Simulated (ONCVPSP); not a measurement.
# Mo: the cost of one run

The numbers are computed with ONCVPSP 4.0.1.1 (patched build) (PBE, scalar-relativistic, spin-unpolarised reference atom).

### 1 The atom and the settings

Typed settings, in words:

```json
{
 "element": "molybdenum (Mo, Z = 42)",
 "type": "optimised norm-conserving Vanderbilt (ONCV)",
 "frozen core": "[Ar] 3d10",
 "valence charge": "14",
 "reference configuration": "4s2 4p6 4d5 5s1",
 "partial waves": "4s+5s: rc 2.20 bohr, ncon 3, nbas 6, qcut 6.1 1/bohr, 2 projectors; 4p: rc 1.95 bohr, ncon 4, nbas 8, qcut 7.2 1/bohr, 1 projector; 4d: rc 1.65 bohr, ncon 4, nbas 9, qcut 5.2 1/bohr, 2 projectors, debl 1.9 Ha",
 "local potential": "polynomial inside 1.35 bohr (lpopt 5, dvloc0 0 Ha)",
 "core correction": "polynomial model core, fcfact 0.6"
}
```

The nodes and maxima of the atom's own shells, from an earlier all-electron run, set the scale for the radii.

All-electron outer shells of the reference configuration (PBE, scalar-relativistic, ld1.x):

```
shell  level (eV)  outermost node (bohr)  outermost maximum (bohr)
   3d     -220.98                      –                      0.32
   4s      -64.35                   0.51                      0.99
   4p      -38.49                   0.52                      1.08
   5s       -4.09                   1.34                      2.93
   4d       -3.75                   0.53                      1.38
   5p       -1.04                   1.54                      4.11
```

### 2 Generating the potential

The input, Mo.dat:

```
# ATOM AND REFERENCE CONFIGURATION
# atsym  z   nc   nv     iexc    psfile
  Mo 42.00    6    4        4      upf
#
#   n    l    f
    1    0    2.00
    2    0    2.00
    2    1    6.00
    3    0    2.00
    3    1    6.00
    3    2   10.00
    4    0    2.00
    4    1    6.00
    4    2    5.00
    5    0    1.00
#
# PSEUDOPOTENTIAL AND OPTIMIZATION
# lmax
    2
#
#   l,   rc,      ep,       ncon, nbas, qcut
    0    2.20    0.00    3    6    6.10
    1    1.95    0.00    4    8    7.20
    2    1.65    0.00    4    9    5.20
#
# LOCAL POTENTIAL
# lloc, lpopt,  rc(5),   dvloc0
    4    5    1.35    0.00
#
# VANDERBILT-KLEINMAN-BYLANDER PROJECTORs
# l, nproj, debl
    0    2    1.90
    1    1    3.30
    2    2    1.90
#
# MODEL CORE CHARGE
# icmod, fcfact, rcfact
    1    0.60    0.00
#
# LOG DERIVATIVE ANALYSIS
# epsh1, epsh2, depsh
   -4.00    5.00    0.02
#
# OUTPUT GRID
# rlmax, drl
    6.00    0.01
#
# TEST CONFIGURATIONS
# ncnf
    4
# nvcnf
#   n    l    f
    4
    4    0    2.00
    4    1    6.00
    4    2    5.00
    5    0    0.00
#
    4
    4    0    2.00
    4    1    6.00
    4    2    4.00
    5    0    0.00
#
    4
    4    0    2.00
    4    1    6.00
    4    2    3.00
    5    0    0.00
#
    5
    4    0    2.00
    4    1    6.00
    4    2    4.00
    5    0    1.00
    5    1    1.00
#
```

On the command line:

```console
oncvpsp.x < Mo.dat > Mo.out
```

**Question.** How long does this run take on 1 thread of Neoverse-N1, shared host?

About 6.1 s.
